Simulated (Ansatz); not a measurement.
# SiNi (rocksalt type): the cost of one run

Program: Ansatz 0.2.0. Level of theory: DFT LDA, with the methods named in each step. These are calculated values, not measurements.

## 1. The structure to begin with

It takes space group Fm-3m (No. 225, cubic). Conventional cell: a = 4.643 Å, b = 4.643 Å, c = 4.643 Å, α = 90.00°, β = 90.00°, γ = 90.00°. Around Ni (site symmetry m-3m) lie 6 Si at 2.32 Å. Si (site symmetry m-3m) has 6 Ni at 2.32 Å as nearest neighbours.

Coordinates:

```
Ni Si
1.0
     0.00000    2.32138    2.32138
     2.32138    0.00000    2.32138
     2.32138    2.32138    0.00000
Ni Si
1 1
Direct
  0.00000 0.00000 0.00000
  0.50000 0.50000 0.50000
```

Whether this phase is the stable one at these pressures isn't tested.

Atoms are numbered in the order of the input: Ni1, Si2.

## 2. The reference volume, LAPW

input.yaml

```yaml
crystal:
  lattice:
    - [0.0, 2.3213761312, 2.3213761312]
    - [2.3213761312, 0.0, 2.3213761312]
    - [2.3213761312, 2.3213761312, 0.0]
  atoms:
    - { symbol: Ni, position: [0.0, 0.0, 0.0] }
    - { symbol: Si, position: [0.5, 0.5, 0.5] }
kpoints:
  mp_grid: { grid: [16, 16, 16] }
  band_path:
    path:
      - [0.0, 0.0, 0.0]
      - [0.5, 0.0, 0.5]
      - [0.625, 0.25, 0.625]
      - [0.375, 0.375, 0.75]
      - [0.0, 0.0, 0.0]
      - [0.5, 0.5, 0.5]
      - [0.5, 0.25, 0.75]
      - [0.5, 0.0, 0.5]
    npoints: 14
scf:
  occupations: { method: fermi_dirac, width: 0.08 }
hamiltonian:
  xc: lda
  pseudopotentials: { kind: all_electron, lapw: { basis_error: 0.001 } }
output:
  forces: true
  stress: true
  eigenvalues: true
  populations: true
  dos: { projected: true, de: 0.2, e_range: [-14, 8] }
```

The run is started by

```sh
ansatz run input.yaml --threads 1 --pin off --max-ram 2048MiB --backend cpu --events-out ev --progress --plain --runs-dir out
```

Q: Estimate wall time and peak memory on 1 thread of Intel Xeon 6975P-C (Granite Rapids), shared host.

About 17 s, with a peak of 0.52 GiB.
